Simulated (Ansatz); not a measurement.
# TaTi3: the cost of one run

Computed with Ansatz 0.2.0 (DFT r²SCAN, scalar-relativistic, plane waves, PAW, unless a step's input says otherwise).

6 further runs of the same task are left out: 1 that didn't finish, 5 set aside as unsound or not needed.

### 1 The structure to begin with

Symmetry: Fm-3m, No. 225, cubic system. Conventional cell: a = 6.533 Å, b = 6.533 Å, c = 6.533 Å, α = 90.00°, β = 90.00°, γ = 90.00°. Ta (site symmetry m-3m) has 8 Ti at 2.83 Å as nearest neighbours. Ti (site symmetry -43m) is surrounded by 4 Ta at 2.83 Å and 4 Ti at 2.83 Å. Around Ti (site symmetry m-3m) lie 8 Ti at 2.83 Å.

Coordinates:

```xyz
4
Lattice="0.0000 3.2665 3.2665 3.2665 0.0000 3.2665 3.2665 3.2665 0.0000" Properties=species:S:1:pos:R:3 pbc="T T T"
Ta    0.0000    0.0000    0.0000
Ti    1.6333    1.6333    1.6333
Ti    4.8998    4.8998    4.8998
Ti    3.2665    3.2665    3.2665
```

The cell is the database one, not relaxed. At r²SCAN, an earlier run found -1.11 GPa for this cell of 17.427 Å³/atom (10×10×10 mesh), metallic.

### 2 Bands on a fine mesh, Fermi surface

Input file input.yaml:

```yaml
crystal:
  lattice:
    - [0.0, 3.2665272512, 3.2665272512]
    - [3.2665272512, 0.0, 3.2665272512]
    - [3.2665272512, 3.2665272512, 0.0]
  atoms:
    - { symbol: Ta, position: [0.0, 0.0, 0.0] }
    - { symbol: Ti, position: [0.25, 0.25, 0.25] }
    - { symbol: Ti, position: [0.75, 0.75, 0.75] }
    - { symbol: Ti, position: [0.5, 0.5, 0.5] }
basis:
  ecutwfc: 500
  ecutrho_ratio: 4
kpoints:
  mp_grid: { grid: [10, 10, 10] }
hamiltonian:
  xc: r2scan
scf:
  occupations: { method: gaussian, width: 0.05 }
output:
  forces: true
  stress: true
  eigenvalues: true
  eigenstates:
    nscf_kmesh: { grid: [12, 12, 12] }
    de_dk: true
    e_range: [-2.5, 2.5]
  write_density: true
  write_potential: true
  elf: true
  volumetric_format: npy
```

Command:

```sh
$ ansatz run input.yaml --threads 4 --pin off --max-ram 8192MiB --backend cpu --events-out ev --progress --plain --runs-dir out
```

**Question.** How long does this run take on 4 threads of Arm Neoverse V1, shared host, and how much memory does it need?

About 8.7 s, with a peak of 0.65 GiB.
